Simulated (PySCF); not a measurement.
# C₂H₇BBrN: NMR shifts at several levels of theory, part 2 of 2

PySCF 2.14.0. Atoms count from 0.

### 9 Nuclear shieldings: LC-wPBE/pcSseg-1

The job: settings as JSON, then the geometry in Å.

```
{"job": {"kind": "nmr", "xc": "LC-wPBE", "basis": "pcSseg-1", "pop": false}, "charge": 0, "multiplicity": 1}
C      1.968523    -0.633512    -0.176356
C      0.762978    -0.571004     0.401933
B     -0.217924     0.664806     0.270824
N     -1.573512     0.169336    -0.478458
Br    -0.931855     1.290961     2.074535
H      2.637762    -1.493397    -0.058750
H      2.347701     0.197507    -0.782364
H      0.458193    -1.431134     1.019519
H      0.201720     1.606610    -0.375450
H     -2.011220    -0.593657     0.043893
H     -1.366224    -0.158516    -1.424651
H     -2.249918     0.934028    -0.527680
```

With the program's defaults for keys left out, this is: GIAO LC-wPBE/pcSseg-1 NMR shielding, non-relativistic, gas phase.

Standard output:

```text
coarse grid: 45296 points
cycle   1  E = -2733.4220414835  dE = -6.823e-01  |g| = 8.008e-01  |ddm| = 2.936e+00
cycle   2  E = -2733.4684658713  dE = -4.642e-02  |g| = 3.207e-01  |ddm| = 6.546e-01
cycle   3  E = -2733.4765069505  dE = -8.041e-03  |g| = 7.644e-02  |ddm| = 1.634e-01
cycle   4  E = -2733.4773680668  dE = -8.611e-04  |g| = 1.695e-02  |ddm| = 6.186e-02
cycle   5  E = -2733.4774495873  dE = -8.152e-05  |g| = 5.505e-03  |ddm| = 2.228e-02
cycle   6  E = -2733.4774587188  dE = -9.132e-06  |g| = 1.590e-03  |ddm| = 8.277e-03
final grid: 95296 points
cycle   7  E = -2733.4775223157  dE = -6.069e-07  |g| = 1.251e-03  |ddm| = 3.324e-03
cycle   8  E = -2733.4775223996  dE = -8.396e-08  |g| = 1.144e-03  |ddm| = 1.738e-03
cycle   9  E = -2733.4775226234  dE = -2.237e-07  |g| = 9.943e-05  |ddm| = 7.051e-04
cycle  10  E = -2733.4775226293  dE = -5.948e-09  |g| = 6.925e-05  |ddm| = 2.829e-04
cycle  11  E = -2733.4775226311  dE = -1.801e-09  |g| = 7.896e-06  |ddm| = 1.780e-04
cycle  12  E = -2733.4775226312  dE = -3.001e-11  |g| = 2.490e-06  |ddm| = 1.906e-05
converged SCF energy = -2733.4775226312

GIAO shielding tensors (ppm)
atom      isotropic    diamagn.    paramagn.     s11        s22        s33       span
  0 C       46.788     253.156    -206.367    -82.651     62.527    160.489    243.139
  1 C       31.577     260.229    -228.652   -104.455     32.192    166.993    271.448
  2 B      111.148     182.530     -71.381    105.989    109.383    118.073     12.084
  3 N      205.278     316.036    -110.758    184.735    204.056    227.042     42.307
  4 Br    2689.617    3124.096    -434.480   2433.446   2711.227   2924.178    490.732
  5 H       25.411      28.941      -3.530     21.992     24.606     29.634      7.642
  6 H       25.347      30.725      -5.378     21.334     24.593     30.113      8.780
  7 H       25.134      31.999      -6.865     20.875     25.065     29.463      8.589
  8 H       27.874      29.435      -1.561     25.133     26.503     31.985      6.853
  9 H       28.496      29.728      -1.232     23.318     26.506     35.665     12.347
 10 H       28.690      29.912      -1.222     22.372     24.198     39.501     17.129
 11 H       28.261      28.249       0.012     22.068     26.166     36.549     14.482
```

Run time: 16 s. Hardware: 1 thread of Intel Xeon 6975P-C, shared host; peak memory 0.81 GiB.

This run: δ C1 157.0, C0 141.8, B2 -9.9, N3 62.5, H7 6.19, H6 5.98 ppm.

### 10 NMR shieldings: PBE0/6-31G

Settings changed since step 9:

```diff
@@ -1,2 +1,2 @@
-{"job": {"kind": "nmr", "xc": "LC-wPBE", "basis": "pcSseg-1", "pop": false}, "charge": 0, "multiplicity": 1}
+{"job": {"kind": "nmr", "xc": "PBE0", "basis": "6-31G", "pop": true}, "charge": 0, "multiplicity": 1}
 C      1.968523    -0.633512    -0.176356
```

Level: GIAO PBE0/6-31G NMR shielding, non-relativistic, gas phase.

Standard output:

```text
coarse grid: 45296 points
cycle   1  E = -2733.2647698551  dE = -7.125e-01  |g| = 4.024e-01  |ddm| = 3.028e+00
cycle   2  E = -2733.2827904295  dE = -1.802e-02  |g| = 3.583e-01  |ddm| = 1.251e+00
cycle   3  E = -2733.3131995343  dE = -3.041e-02  |g| = 5.730e-02  |ddm| = 5.044e-01
cycle   4  E = -2733.3137646350  dE = -5.651e-04  |g| = 3.626e-02  |ddm| = 9.569e-02
cycle   5  E = -2733.3141074246  dE = -3.428e-04  |g| = 4.256e-03  |ddm| = 3.429e-02
cycle   6  E = -2733.3141126093  dE = -5.185e-06  |g| = 1.737e-03  |ddm| = 7.999e-03
final grid: 95296 points
cycle   7  E = -2733.3141071311  dE =  2.523e-07  |g| = 2.066e-03  |ddm| = 4.473e-03
cycle   8  E = -2733.3141064055  dE =  7.256e-07  |g| = 2.685e-03  |ddm| = 4.670e-03
cycle   9  E = -2733.3141081126  dE = -1.707e-06  |g| = 3.470e-04  |ddm| = 2.620e-03
cycle  10  E = -2733.3141081427  dE = -3.007e-08  |g| = 4.664e-05  |ddm| = 3.417e-04
cycle  11  E = -2733.3141081432  dE = -4.993e-10  |g| = 4.352e-06  |ddm| = 4.900e-05
converged SCF energy = -2733.3141081432

GIAO shielding tensors (ppm)
atom      isotropic    diamagn.    paramagn.     s11        s22        s33       span
  0 C       72.326     256.394    -184.067    -34.878     81.719    170.138    205.016
  1 C       58.815     253.035    -194.220    -55.038     56.822    174.662    229.700
  2 B      120.361     189.283     -68.922    113.542    118.879    128.661     15.119
  3 N      220.146     323.319    -103.173    200.576    218.929    240.933     40.357
  4 Br    2727.303    3118.061    -390.758   2481.752   2781.914   2918.241    436.490
  5 H       26.688      29.628      -2.940     23.582     26.235     30.247      6.666
  6 H       26.490      31.438      -4.948     23.015     25.703     30.751      7.736
  7 H       26.210      30.675      -4.466     22.470     26.273     29.885      7.416
  8 H       28.595      30.797      -2.202     25.831     27.488     32.465      6.634
  9 H       30.252      30.137       0.115     25.394     28.256     37.106     11.712
 10 H       30.184      30.246      -0.062     24.198     25.885     40.469     16.272
 11 H       30.077      29.760       0.316     24.149     27.894     38.188     14.039
```

Run time: 5.6 s. Hardware: 1 thread of Intel Xeon 6975P-C, shared host; peak memory 0.48 GiB.

This run: δ C1 140.7, C0 127.2, B2 -7.2, N3 40.5, H7 6.40, H6 6.12 ppm.

### 11 NMR shieldings: PBE0/STO-3G

Settings changed since step 10:

```diff
@@ -1,2 +1,2 @@
-{"job": {"kind": "nmr", "xc": "PBE0", "basis": "6-31G", "pop": true}, "charge": 0, "multiplicity": 1}
+{"job": {"kind": "nmr", "xc": "PBE0", "basis": "STO-3G", "pop": true}, "charge": 0, "multiplicity": 1}
 C      1.968523    -0.633512    -0.176356
```

With the program's defaults for keys left out, this is: GIAO PBE0/STO-3G NMR shielding, non-relativistic, gas phase.

Standard output:

```text
coarse grid: 45296 points
cycle   1  E = -2703.5947887743  dE = -3.089e+00  |g| = 3.659e-01  |ddm| = 4.077e+00
cycle   2  E = -2703.6425522429  dE = -4.776e-02  |g| = 3.225e-01  |ddm| = 1.362e+00
cycle   3  E = -2703.6718526561  dE = -2.930e-02  |g| = 1.412e-01  |ddm| = 5.745e-01
cycle   4  E = -2703.6777666296  dE = -5.914e-03  |g| = 2.476e-02  |ddm| = 1.900e-01
cycle   5  E = -2703.6779898419  dE = -2.232e-04  |g| = 3.478e-03  |ddm| = 4.217e-02
cycle   6  E = -2703.6779943687  dE = -4.527e-06  |g| = 6.016e-04  |ddm| = 6.149e-03
final grid: 95296 points
cycle   7  E = -2703.6779702452  dE = -3.611e-08  |g| = 5.110e-04  |ddm| = 1.433e-03
cycle   8  E = -2703.6779702470  dE = -1.864e-09  |g| = 5.057e-04  |ddm| = 1.252e-03
cycle   9  E = -2703.6779703182  dE = -7.121e-08  |g| = 9.022e-05  |ddm| = 6.499e-04
cycle  10  E = -2703.6779703207  dE = -2.494e-09  |g| = 7.521e-06  |ddm| = 1.095e-04
cycle  11  E = -2703.6779703207  dE = -1.046e-11  |g| = 6.846e-07  |ddm| = 1.085e-05
converged SCF energy = -2703.6779703207

GIAO shielding tensors (ppm)
atom      isotropic    diamagn.    paramagn.     s11        s22        s33       span
  0 C      123.134     253.192    -130.058     27.093    135.269    207.040    179.947
  1 C      116.661     252.882    -136.221     16.931    111.484    221.566    204.635
  2 B      125.964     195.274     -69.310    111.081    129.386    137.423     26.342
  3 N      281.371     305.032     -23.661    273.890    279.315    290.909     17.018
  4 Br    3018.306    3098.956     -80.651   2929.832   3015.982   3109.103    179.271
  5 H       27.313      30.171      -2.859     24.061     26.253     31.624      7.563
  6 H       27.311      31.801      -4.490     23.810     25.878     32.243      8.433
  7 H       27.108      32.233      -5.125     24.527     26.122     30.674      6.147
  8 H       30.304      32.860      -2.556     27.991     28.464     34.458      6.468
  9 H       29.587      27.955       1.632     23.526     26.558     38.677     15.151
 10 H       29.617      27.994       1.623     22.582     24.814     41.453     18.871
 11 H       29.435      27.259       2.175     22.505     26.422     39.377     16.872
```

Wall time 2.8 s (1 thread of Intel Xeon 6975P-C, shared host); peak memory 0.45 GiB.

In short: δ C1 118.0, C0 111.6, B2 2.8, N3 13.3, H7 5.50, H6 5.29 ppm.

### 12 Run by run: NMR shifts

Shifts (ppm) of some atoms, chosen among heavy atoms and hydrogens apart, with basis size and wall time:

| run | C1 | C0 | H7 | H8 | B2 | N3 | Br4 | functions | time |
| --- | --- | --- | --- | --- | --- | --- | --- | --- | --- |
| PBE0/pcSseg-1 | 153.5 | 136.4 | 6.13 | 3.54 | -6.6 | 67.1 | -48 | 144 | 9.3 s |
| mPW1PW91/pcSseg-1 | 153.2 | 136.3 | 6.10 | 3.52 | -6.3 | 66.5 | -58 | 144 | 9.6 s |
| WP04/pcSseg-1 | 150.1 | 133.2 | 5.70 | 3.09 | -2.0 | 58.6 | -134 | 144 | 9.2 s |
| B97-2/pcSseg-1 | 149.5 | 132.8 | 6.05 | 3.49 | -5.7 | 65.1 | -65 | 144 | 9.4 s |
| BHandHLYP/pcSseg-1 | 155.1 | 136.8 | 6.00 | 3.41 | -3.4 | 66.3 | -94 | 144 | 9.2 s |
| CAM-B3LYP/pcSseg-1 | 157.4 | 138.2 | 6.06 | 3.44 | -5.6 | 70.6 | -73 | 144 | 13 s |
| wB97X-D/pcSseg-1 | 153.7 | 137.2 | 6.09 | 3.46 | -7.1 | 65.6 | -83 | 144 | 12 s |
| LC-wPBE/pcSseg-1 | 157.0 | 141.8 | 6.19 | 3.45 | -9.9 | 62.5 | -104 | 144 | 16 s |
| PBE0/6-31G | 140.7 | 127.2 | 6.40 | 4.02 | -7.2 | 40.5 | -142 | 77 | 5.6 s |
| PBE0/STO-3G | 118.0 | 111.6 | 5.50 | 2.30 | 2.8 | 13.3 | -178 | 45 | 2.8 s |

### 13 Results

The summary covers parts 1 to 2.

| quantity | value |
| --- | --- |
| 13C shifts against TMS (PBE0/pcSseg-1) | 153.5, 136.4 ppm |
| 1H shifts against TMS (PBE0/pcSseg-1, means over atoms taken as alike) | 6.13, 5.88, 5.81, 3.54, 2.86 ppm |
| 11B shifts against BF3·OEt2 (PBE0/pcSseg-1) | -6.6 ppm |
| 15N shifts against NH3 (PBE0/pcSseg-1) | 67.1 ppm |
| 79Br shifts against HBr (PBE0/pcSseg-1) | -48 ppm |
| range of the shift of Br4 (minimal bases aside) | -142 to -48 ppm |
| property runs in this session | 10, of which 0 failed and 1 gave unsound results |

**Reading.** Single values in the summary come from the first sound run of each kind (PBE0/pcSseg-1), which need not be the best level. The most deshielded carbon is C1 (alkene CH), at 153.5 ppm: as expected for a trigonal carbon in a double bond. The most deshielded hydrogen is H7 (hydrogen on an alkene CH), at 6.13 ppm: a vinylic proton, deshielded by the sp2 carbon and the C=C anisotropy. At PBE0/pcSseg-1: The largest span, 525 ppm, is at Br4, where the paramagnetic term is -492 ppm. Leaving out the minimal-basis runs, which are unusable for shieldings: Across the 9 runs the shift of Br4 moves most, between -142 (PBE0/6-31G) and -48 ppm (PBE0/pcSseg-1). Spin-orbit coupling is left out, which matters for shieldings and couplings at and beside the heavy atoms.
